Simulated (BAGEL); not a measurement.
**BBr3 (boron tribromide): PBE0/cc-pVDZ (density fitting with cc-pvqz-jkfit)**

What is the energy change on altering one bond length of BBr3 (boron tribromide) at PBE0/cc-pVDZ (density fitting with cc-pvqz-jkfit)? 

The results are computed with BAGEL 1.2.2.

2 further runs of the same task are left out: 1 that didn't finish, 1 set aside as unsound or not needed. Runs told in other sessions of the task aren't counted.

### 1 The system as given

BBr3: 4 atoms, total charge 0, spin state singlet. As SMILES, `BrB(Br)Br`. The shape is that of a PBE0-D4/def2-TZVP optimisation.

Bond lengths: Br1–B2 1.896 Å, B2–Br3 1.896 Å, B2–Br4 1.896 Å. Angles: Br1–B2–Br3 120.0°, Br1–B2–Br4 120.0°, Br3–B2–Br4 120.0°.

### 2 A single-point energy at PBE0/cc-pVDZ (density fitting with cc-pvqz-jkfit)

input.json reads:

```json
{ "bagel": [

{
  "title": "molecule",
  "basis": "cc-pvdz.json",
  "df_basis": "cc-pvqz-jkfit",
  "angstrom": "true",
  "geometry": [
    { "atom": "Br", "xyz": [   -1.541210,   -0.941020,    0.579090 ] },
    { "atom": "B", "xyz": [    0.000010,    0.000000,    0.000000 ] },
    { "atom": "Br", "xyz": [    1.704030,   -0.448850,    0.700740 ] },
    { "atom": "Br", "xyz": [   -0.162830,    1.389870,   -1.279830 ] }
  ]
},
{ "title": "ks", "xc_func": "pbe0" },
{ "title": "print", "file": "orbitals.molden", "orbitals": "true" }

]}
```

The basis set cc-pVDZ is read from a file made from the Basis Set Exchange's data (not shown).

Started as:

```bash
$ BAGEL_NUM_THREADS=1 BAGEL input.json > input.out
```

Standard output:

```text
* using 1 threads per process

  ===============================================================
  ===============================================================

  *** Geometry ***

  { "atom" : "Br", "xyz" : [     -2.912465,     -1.778270,      1.094322 ] },
  { "atom" : "B", "xyz" : [      0.000019,      0.000000,      0.000000 ] },
  { "atom" : "Br", "xyz" : [      3.220150,     -0.848204,      1.324207 ] },
  { "atom" : "Br", "xyz" : [     -0.307704,      2.626474,     -2.418528 ] },

  Number of auxiliary basis functions:      760

  Since a DF basis is specified, we compute 2- and 3-index integrals:
    o Being stored without compression. Storage requirement is 0.055 GB

  Number of basis functions:       95
  Number of electrons      :      110

    * METHOD: MOLECULE                             0.82

  *** Kohn-Sham DFT ***

    * Removing 6744 points whose weight is below 1.00e-10
    * Grid points: 52880

  === Nuclear Repulsion ===
   738.5731828618

       - DIIS with orbital gradients will be used.

  === KS iteration (pbe0 / cc-pvdz.json) ===
      0      -7729.31762469          0.07395269           0.75
      1      -7738.43745887          0.08085267           0.73
      2      -7742.42759120          0.05474686           0.75
      3      -7746.23817617          0.01551866           0.73
      4      -7746.40082682          0.00433283           0.73
      5      -7746.41607283          0.00100630           0.74
      6      -7746.41744232          0.00015799           0.74
      7      -7746.41746703          0.00002853           0.75
      8      -7746.41746765          0.00000061           0.74
      9      -7746.41746765          0.00000008           0.74
     10      -7746.41746765          0.00000006           0.74
     11      -7746.41746765          0.00000001           0.75
    * SCF iteration converged.

    * Permanent dipole moment:
           (   -0.000026,     0.000005,    -0.000001) a.u.

    * METHOD: KS                                   9.15

    * METHOD: PRINT                                0.02

  ===============================================================
```

It took 10 s on 1 thread of Arm Neoverse V2, shared host; peak memory 0.4 GiB.

### 3 The distorted shape, same level

input.json reads:

```json
{ "bagel" : [

{
  "title" : "molecule",
  "basis" : "cc-pvdz.json",
  "df_basis" : "cc-pvqz-jkfit",
  "angstrom" : true,
  "geometry" : [
    { "atom" : "Br", "xyz" : [      -3.390661,      -2.070236,       1.273993 ] },
    { "atom" : "B", "xyz" : [       0.000010,       0.000000,       0.000000 ] },
    { "atom" : "Br", "xyz" : [       1.704030,      -0.448850,       0.700740 ] },
    { "atom" : "Br", "xyz" : [      -0.162830,       1.389870,      -1.279830 ] }
  ]
},

{
  "title" : "ks",
  "xc_func" : "pbe0"
},

{
  "title" : "print",
  "file" : "orbitals.molden",
  "orbitals" : true
}

]}
```

The basis set cc-pVDZ is read from a file made from the Basis Set Exchange's data (not shown).

Started as:

```bash
$ BAGEL_NUM_THREADS=1 BAGEL input.json > input.out
```

Standard output:

```text
* using 1 threads per process

  ===============================================================
  ===============================================================

  *** Geometry ***

  { "atom" : "Br", "xyz" : [     -6.407421,     -3.912179,      2.407498 ] },
  { "atom" : "B", "xyz" : [      0.000019,      0.000000,      0.000000 ] },
  { "atom" : "Br", "xyz" : [      3.220150,     -0.848204,      1.324207 ] },
  { "atom" : "Br", "xyz" : [     -0.307704,      2.626474,     -2.418528 ] },

  Number of auxiliary basis functions:      760

  Since a DF basis is specified, we compute 2- and 3-index integrals:
    o Being stored without compression. Storage requirement is 0.055 GB

  Number of basis functions:       95
  Number of electrons      :      110

    * METHOD: MOLECULE                             0.79

  *** Kohn-Sham DFT ***

    * Removing 5335 points whose weight is below 1.00e-10
    * Grid points: 54289

  === Nuclear Repulsion ===
   558.3324694654

       - DIIS with orbital gradients will be used.

  === KS iteration (pbe0 / cc-pvdz.json) ===
      0      -7730.12352883          0.06818779           0.74
      1      -7729.17263504          0.09463972           0.73
      2      -7689.44058249          0.04599865           0.74
      3      -7562.07040624          0.13057106           0.74
      4      -7564.60845186          0.11742541           0.74
      5      -7727.50362499          0.05112795           0.74
      6      -7730.32023547          0.04424722           0.78
      7      -7572.48284283          0.14575084           0.78
      8      -7661.76046907          0.03119331           0.77
      9      -7562.77225473          0.13974915           0.77
     10      -7563.30677590          0.13319771           0.73
     11      -7562.29615337          0.13489444           0.76
     12      -7561.66816056          0.10291834           0.76
     13      -7562.24727258          0.10150829           0.76
     14      -7437.60103550          0.40589173           0.74
     15      -7551.68810720          0.18510616           0.74
     16      -7613.88210508          0.09241049           0.74
     17      -7728.38694146          0.09031690           0.74
     18      -7727.79734842          0.04579381           0.75
     19      -7744.80804435          0.03524073           0.76
     20      -7746.06768535          0.01267152           0.75
     21      -7743.30400604          0.01937753           0.76
     22      -7746.08574146          0.00701481           0.75
     23      -7746.19569140          0.00433835           0.76
     24      -7746.19465762          0.00418981           0.76
     25      -7746.18703038          0.00431846           0.76
     26      -7746.12539959          0.00481775           0.77
     27      -7746.23271634          0.00191524           0.76
     28      -7746.22708143          0.00214905           0.78
     29      -7746.22816448          0.00207864           0.77
     30      -7746.23329232          0.00123716           0.77
     31      -7746.23617389          0.00048383           0.77
     32      -7746.23666014          0.00022155           0.77
     33      -7746.23674266          0.00009149           0.78
     34      -7746.23675742          0.00002221           0.77
     35      -7746.23675826          0.00001167           0.78
     36      -7746.23675853          0.00000256           0.78
     37      -7746.23675856          0.00000124           0.79
     38      -7746.23675858          0.00000106           0.78
     39      -7746.23675860          0.00000077           0.78
     40      -7746.23675860          0.00000045           0.78
     41      -7746.23675860          0.00000022           0.77
     42      -7746.23675860          0.00000038           0.77
     43      -7746.23675860          0.00000004           0.76
     44      -7746.23675860          0.00000005           0.78
     45      -7746.23675860          0.00000001           0.79
     46      -7746.23675860          0.00000001           0.78
    * SCF iteration converged.

    * Permanent dipole moment:
           (   -2.567731,    -1.567758,     0.964773) a.u.

    * METHOD: KS                                  36.08

    * METHOD: PRINT                                0.02

  ===============================================================
```

Wall time 37 s (1 thread of Arm Neoverse V2, shared host); peak memory 0.4 GiB.

### 4 What came out

Level: PBE0/cc-pVDZ (density fitting with cc-pvqz-jkfit).

```
                                                          quantity           value
                                         first shape: total energy  -7746.41747 Eh
                                        first shape: dipole moment          0.00 D
                                          first shape: HOMO energy        -8.21 eV
                                          first shape: LUMO energy        -1.94 eV
                                        first shape: HOMO–LUMO gap         6.27 eV
                                     distorted shape: total energy  -7746.23676 Eh
                                    distorted shape: dipole moment          8.03 D
                                      distorted shape: HOMO energy        -6.70 eV
                                      distorted shape: LUMO energy        -5.34 eV
                                    distorted shape: HOMO–LUMO gap         1.36 eV
energy change with the Br1–B2 bond stretched from 1.896 to 4.172 Å        4.917 eV
```

In words: With the Br1–B2 bond stretched from 1.896 to 4.172 Å the energy rises by 4.92 eV (113 kcal/mol). The first shape isn't relaxed at this level, so the change isn't measured from a minimum. A restricted reference can't describe the breaking bond well at this length.
